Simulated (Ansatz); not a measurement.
# ScBPt3: the cost of one run

Method: DFT PBE, scalar-relativistic, plane waves, PAW, in Ansatz 0.2.0.

2 further runs of the same task are left out: 2 that didn't finish.

## 1. The system as given

The structure is cubic, space group Pm-3m (No. 221). Conventional cell: a = 4.262 Å, b = 4.262 Å, c = 4.262 Å, α = 90.00°, β = 90.00°, γ = 90.00°. Sc (site symmetry m-3m) has 12 Pt at 3.01 Å as nearest neighbours. Around B (site symmetry m-3m) lie 6 Pt at 2.13 Å. Pt (site symmetry 4/mmm) is surrounded by 2 B at 2.13 Å.

As a file:

```cif
data_structure
_symmetry_space_group_name_H-M 'Pm-3m'
_symmetry_Int_Tables_number 221
_cell_length_a 4.2622
_cell_length_b 4.2622
_cell_length_c 4.2622
_cell_angle_alpha 90.000
_cell_angle_beta 90.000
_cell_angle_gamma 90.000
_cell_volume 77.43
loop_
_atom_site_label
_atom_site_type_symbol
_atom_site_symmetry_multiplicity
_atom_site_Wyckoff_symbol
_atom_site_fract_x
_atom_site_fract_y
_atom_site_fract_z
_atom_site_occupancy
Sc1 Sc 1 a 0.00000 0.00000 0.00000 1
B1 B 1 b 0.50000 0.50000 0.50000 1
Pt1 Pt 3 c 0.00000 0.50000 0.50000 1
```

The structure comes from the Materials Project (structure only).

## 2. A single atom displaced

Against the listed cell: atom 3 (Pt) moved by 0.04 Å.

Input file input.yaml:

```yaml
crystal:
  lattice:
    - [4.262156, 0.0, 0.0]
    - [0.0, 4.262156, 0.0]
    - [0.0, 0.0, 4.262156]
  atoms:
    - { symbol: Sc, position: [0.0, 0.0, 0.0] }
    - { symbol: B, position: [0.5, 0.5, 0.5] }
    - { symbol: Pt, position: [-0.0098002044, 0.4973769144, 0.4970789431] }
    - { symbol: Pt, position: [0.5, 0.5, 0.0] }
    - { symbol: Pt, position: [0.5, 0.0, 0.5] }
basis:
  ecutwfc: 420
kpoints:
  mp_grid: { grid: [8, 8, 8] }
hamiltonian:
  xc: pbe
scf:
  occupations: { method: gaussian, width: 0.1 }
output:
  forces: true
  stress: true
  eigenvalues: true
```

Run with:

```bash
ansatz run input.yaml --threads 1 --pin off --max-ram 1331MiB --backend cpu --events-out ev --progress --plain --runs-dir out
```

Q: Estimate wall time and peak memory on 1 thread of an x86-64 CPU, shared host.

About 90 s, with a peak of 0.8 GiB.
